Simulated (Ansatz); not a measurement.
# Nb3Pd: how the settings move a single-point run

Question: which choices in the input matter for Nb3Pd?

Computed with Ansatz 0.2.0 (reference: DFT, r2SCAN, PAW with Ansatz's default frozen-core files, scalar-relativistic, unless a step's input says otherwise).

1 further run of the same task is left out (it didn't finish).

## 1. The structure to begin with

It takes space group Cmmm (No. 65, orthorhombic). The conventional cell has a = 3.445 Å, b = 4.435 Å, c = 9.077 Å, α = 90.00°, β = 90.00°, γ = 90.00°. Nb (site symmetry mm2) is surrounded by 4 Pd at 2.78 to 3.11 Å and 8 Nb at 2.81 to 3.24 Å. Nb (site symmetry mmm) is surrounded by 8 Nb at 2.81 to 2.92 Å. Pd (site symmetry mmm) is surrounded by 8 Nb at 2.78 to 3.11 Å and 4 Pd at 2.81 Å.

Coordinates:

```
CELL_PARAMETERS angstrom
1.72259 -2.21736 0.00000
1.72259 2.21736 0.00000
0.00000 0.00000 9.07671
ATOMIC_POSITIONS crystal
Nb 0.50000 0.50000 0.76021
Nb 0.00000 0.00000 0.50000
Nb 0.50000 0.50000 0.23979
Pd 0.00000 0.00000 0.00000
```

## 2. Baseline

Contents of input.yaml:

```yaml
crystal:
  lattice:
    - [1.72259245, -2.21736247, 0.0]
    - [1.72259245, 2.21736247, 0.0]
    - [0.0, 0.0, 9.07671397]
  atoms:
    - { symbol: Nb, position: [0.5, 0.5, 0.7602057] }
    - { symbol: Nb, position: [0.0, 0.0, 0.5] }
    - { symbol: Nb, position: [0.5, 0.5, 0.2397943] }
    - { symbol: Pd, position: [0.0, 0.0, 0.0] }
kpoints:
  mp_grid: { grid: [13, 13, 4] }
  band_path:
    path:
      - [0.0, 0.0, 0.0]
      - [-0.5, 0.5, 0.0]
      - [-0.4008800093, 0.5991199907, 0.0]
      - [0.4008800093, 0.4008800093, 0.0]
      - [0.0, 0.0, 0.0]
      - [0.0, 0.0, 0.5]
      - [0.4008800093, 0.4008800093, 0.5]
      - [-0.4008800093, 0.5991199907, 0.5]
      - [-0.5, 0.5, 0.5]
    npoints: 14
scf:
  occupations: { method: fermi_dirac, width: 0.05 }
hamiltonian:
  xc: r2scan
  pseudopotentials: { kind: paw }
output:
  forces: true
  stress: true
  eigenvalues: true
  efg: { contact_densities: true }
  populations: true
  bader: true
  dos: { projected: true, de: 0.2, e_range: [-14, 8] }
  write_density: true
  write_potential: true
  elf: true
  volumetric_format: npy
```

Run with:

```sh
$ ansatz run input.yaml --threads 1 --pin off --max-ram 4096MiB --backend cpu --events-out ev --progress --plain --runs-dir out
```

## 3. Changed: accuracy high

Edit input.yaml of step 2 so:

```diff
@@ -35,7 +35,2 @@
   populations: true
-  bader: true
-  dos: { projected: true, de: 0.2, e_range: [-14, 8] }
-  write_density: true
-  write_potential: true
-  elf: true
-  volumetric_format: npy
+accuracy: high
```

What does the calculation give? Wanted: for each run, ending; energy change; pressure; gap; force.

As calculated:

```csv
run,ending,energy change,pressure (GPa),gap (eV),force (eV/Å),cycles,time
reference,converged,0,-2.5,0.00,0.02,8,70 s
1: accuracy high,converged,0.0 meV/atom,-2.5,0.00,0.02,10,56 s
```

Times don't compare one to one where runs were asked for different outputs or read a saved state (see the inputs); cycles may leave out searches for a lower state.

Residual by cycle in the longest SCF loop of each run; runs are numbered as in the table. The quantity is the density residual dr2, in eV.

```csv
cycle,reference,run 1
1,0.256,0.256
2,0.0333,0.0333
3,0.00945,0.00945
4,0.00297,0.00297
5,6.3e-4,6.3e-4
6,1.3e-5,1.3e-5
7,2.4e-7,2.4e-7
8,4.4e-8,4.4e-8
9,-,6.4e-10
10,-,4.0e-11
```

**Reading.** The changed input (accuracy level) leaves the energy the same to the digits printed.
